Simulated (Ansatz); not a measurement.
**C2H9N2Nb: one species, many methods**

The task here is to estimate one member of a computed series from the others.

Computed with Ansatz 0.2.0, Gaussian basis. Level: functionals in def2-TZVPP, the program's frozen cores in correlated methods.

The runs, in order: LDA (SPW92), PBE-D4, revPBE-D4, BLYP-D4, r2SCAN-D4, B97M-V, PBE0-D4, B3LYP-D4, r2SCANh-D4, r2SCAN0-D4, HSE06-D4, BHLYP-D4, CAM-B3LYP-D4, LC-ωPBE, ωB97X-V, ωB97M-V, B2PLYP, PBE-QIDH; CCSD(T)/def2-SVP; CCSD(T)/def2-TZVPP; MP2/def2-QZVPP; extrapolation to the limit; RPA on PBE.

## The geometry

The geometry comes from an earlier relaxation with PBE0-D4 in a triple-zeta def2 set; it is a stationary point, not always the lowest conformer. Nb takes the def2 core potential; no spin-orbit term is included.

SMILES `[CH3][Nb]([CH3])(=[NH])[NH2]`, 14 atoms, charge 0, spin multiplicity 1.

Atoms are counted from 1 here; the program's logs count them from 0.

Bond lengths: C1–Nb2 2.168 Å, C1–H6 1.093 Å, C1–H7 1.098 Å, C1–H8 1.098 Å, Nb2–C3 2.168 Å, Nb2–N4 1.743 Å, Nb2–N5 1.970 Å, C3–H9 1.098 Å, C3–H10 1.093 Å, C3–H11 1.098 Å, N4–H12 1.008 Å, N5–H13 1.008 Å, N5–H14 1.013 Å. Angles: Nb2–C1–H6 114.1°, Nb2–C1–H7 108.7°, Nb2–C1–H8 110.2°, H6–C1–H7 107.5°, H6–C1–H8 108.2°, H7–C1–H8 107.9°, C1–Nb2–C3 110.7°, C1–Nb2–N4 107.3°, C1–Nb2–N5 112.1°, C3–Nb2–N4 107.3°, C3–Nb2–N5 112.1°, N4–Nb2–N5 107.1°, Nb2–C3–H9 108.7°, Nb2–C3–H10 114.1°, Nb2–C3–H11 110.2°, H9–C3–H10 107.5°, H9–C3–H11 107.9°, H10–C3–H11 108.2° and more.

The first run:

The input, in.yaml:

```yaml
crystal:
  periodic: [false, false, false]
  atoms:
    - {symbol: C, position_ang: [-1.993858, 0.100346, -0.240209]}
    - {symbol: Nb, position_ang: [0.153250, 0.288590, -0.003835]}
    - {symbol: C, position_ang: [0.966385, -1.442832, 1.017088]}
    - {symbol: N, position_ang: [0.443377, 1.673820, 1.013087]}
    - {symbol: N, position_ang: [1.059386, 0.629489, -1.719428]}
    - {symbol: H, position_ang: [-2.484640, 1.009449, -0.596041]}
    - {symbol: H, position_ang: [-2.434351, -0.154117, 0.732283]}
    - {symbol: H, position_ang: [-2.227596, -0.712707, -0.940518]}
    - {symbol: H, position_ang: [0.377988, -1.623600, 1.925798]}
    - {symbol: H, position_ang: [2.011160, -1.333743, 1.317834]}
    - {symbol: H, position_ang: [0.883873, -2.332377, 0.378340]}
    - {symbol: H, position_ang: [0.601165, 2.467274, 1.614872]}
    - {symbol: H, position_ang: [1.596135, 1.439033, -1.989703]}
    - {symbol: H, position_ang: [1.034925, -0.037927, -2.480769]}
basis:
  gaussian: {orbitals: def2-TZVPP}
hamiltonian: {xc: lda}
output: {orbitals: {seedname: orbitals}}
```

Run with:

```
> ansatz run in.yaml --threads 4 --pin off --events-out ev --progress --plain --max-ram 11315MiB
```

Among the steps run: LDA; PBE-D4 (GGA); revPBE-D4 (GGA); BLYP-D4 (GGA); r2SCAN-D4 (meta-GGA); B97M-V (meta-GGA); PBE0-D4 (hybrid); B3LYP-D4 (hybrid); r2SCANh-D4 (hybrid); r2SCAN0-D4 (hybrid); HSE06-D4 (hybrid); BHLYP-D4 (hybrid); CAM-B3LYP-D4 (range-separated); LC-ωPBE (range-separated); ωB97X-V (range-separated); ωB97M-V (range-separated); B2PLYP (double hybrid); PBE-QIDH (double hybrid).

One of the session's tables, all rows but one given; the rest of the session is left out.

It belongs to the step «Orbital energies across the functionals». 

```
  functional  HOMO (eV)  gap (eV)
 LDA (SPW92)      -5.88      3.65
      PBE-D4      -5.73      3.71
   revPBE-D4      -5.66      3.74
     BLYP-D4      -5.60      3.68
   r2SCAN-D4      -5.98      4.14
      B97M-V      -6.06      4.22
     PBE0-D4      -7.02      5.90
    B3LYP-D4      -6.79      5.42
  r2SCANh-D4      -6.47      4.96
  r2SCAN0-D4      -7.20      6.19
    HSE06-D4          ?         ?
    BHLYP-D4      -8.22      8.10
CAM-B3LYP-D4      -8.42      8.40
     LC-ωPBE      -9.82     10.99
     ωB97X-V      -9.45     10.50
     ωB97M-V      -9.36     10.27
```

**Question.** Estimate the row for HSE06-D4.

**Answer.** HOMO (eV): -6.61; gap (eV): 5.12. In the column «HOMO (eV)» it lies between B3LYP-D4 (-6.79) and r2SCANh-D4 (-6.47).
